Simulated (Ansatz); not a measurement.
# TiH2 (singlet): the correlation ladder at distance Ti1–H2 = 1.473 Å, def2-TZVP

Aim: climb from Hartree-Fock through coupled cluster and multireference methods for TiH2 (singlet) at one geometry and basis, and see what each rung misses.

Computed with Ansatz 0.2.0, Gaussian basis. Level: def2-TZVP, core rule «outside noble gas», up to 9 orbitals frozen.

Plan: UHF; CCSD(T) on RHF; CCSD(T) on UHF; CISD; CCSDT(Q) on RHF; CCSDT(Q) on UHF; CCSDTQ on RHF; CASSCF and MRCISD+Q, 2 electrons in 2 orbitals; CASSCF and NEVPT2, 2 electrons in 2 orbitals; CASSCF and MRCISD+Q, 6 electrons in 8 orbitals; CASSCF and NEVPT2, 6 electrons in 8 orbitals; Full CI.

6 further runs of the same task are left out: 6 for a known fault of the program.

## Step 1: What is computed

The geometry derives from a PBE0/def2-TZVP stationary point (not a proven minimum). One bond is set to the value named and the two fragments are kept rigid.

3 atoms, charge 0, spin multiplicity 1.

Atoms are counted from 1 here; the program's logs count them from 0.

Bond lengths: Ti1–H2 1.473 Å, Ti1–H3 1.847 Å. Angles: H2–Ti1–H3 180.0°.

## Step 2: UHF

File in.yaml:

```yaml
crystal:
  periodic: [false, false, false]
  atoms:
    - {symbol: Ti, position_ang: [0.000000, 0.000000, -0.124800]}
    - {symbol: H, position_ang: [0.000000, 0.000000, -1.597800]}
    - {symbol: H, position_ang: [0.000000, 0.000000, 1.722600]}
basis:
  gaussian: {orbitals: def2-TZVP}
magnetization: {spin_polarized: true, initial_magnetization: 0}
hamiltonian: {xc: hf}
output: {orbitals: {seedname: orbitals}}
```

Run with:

```
> ansatz run in.yaml --threads 1 --pin off --events-out ev --progress --plain --max-ram 2816MiB --backend cpu
```

The runs that follow: CCSD(T) on RHF; CCSD(T) on UHF; CISD; CCSDT(Q) on RHF; CCSDT(Q) on UHF; CCSDTQ on RHF; CASSCF and MRCISD+Q, 2 electrons in 2 orbitals; CASSCF and NEVPT2, 2 electrons in 2 orbitals; CASSCF and MRCISD+Q, 6 electrons in 8 orbitals; CASSCF and NEVPT2, 6 electrons in 8 orbitals; Full CI.

Before running them: what should the planned runs give, taken together? Wanted: FCI below the RHF energy; RMP2 from FCI; RCCSD from FCI; RCCSD(T) from FCI; RCCSDT(Q) from FCI; NEVPT2 pair from FCI; MRCISD+Q pair from FCI; T1 diagnostic; effectively unpaired electrons.

**Answer**, as computed:

| quantity | value |
| --- | --- |
| FCI below the RHF energy | -3.3268 eV |
| RMP2 from FCI | +1309.4 meV |
| RCCSD from FCI | +343.0 meV |
| RCCSD(T) from FCI | +134.4 meV |
| RCCSDT(Q) from FCI | -12.3 meV |
| NEVPT2 pair from FCI | +839.9 meV |
| MRCISD+Q pair from FCI | +75.0 meV |
| levels within 1 kcal/mol (43 meV) | RCCSDT, RCCSDT(Q), RCCSDTQ |
| T1 diagnostic | 0.016 |
| effectively unpaired electrons | 2.02 |

What this shows: RCCSD(T) lands +134.4 meV from the yardstick (4.0 % of the correlation energy). RCCSDT(Q) falls below full CI, which methods that aren't variational can do. With 2.0 effectively unpaired electrons against 0 the state is strongly multireference. Of the multireference levels listed MRCISD+Q pair comes nearest in total energy (+75.0 meV), which doesn't show that its space is the better one. Coupled cluster took another determinant than the lowest Hartree-Fock one. These misses are within one basis, not against nature.
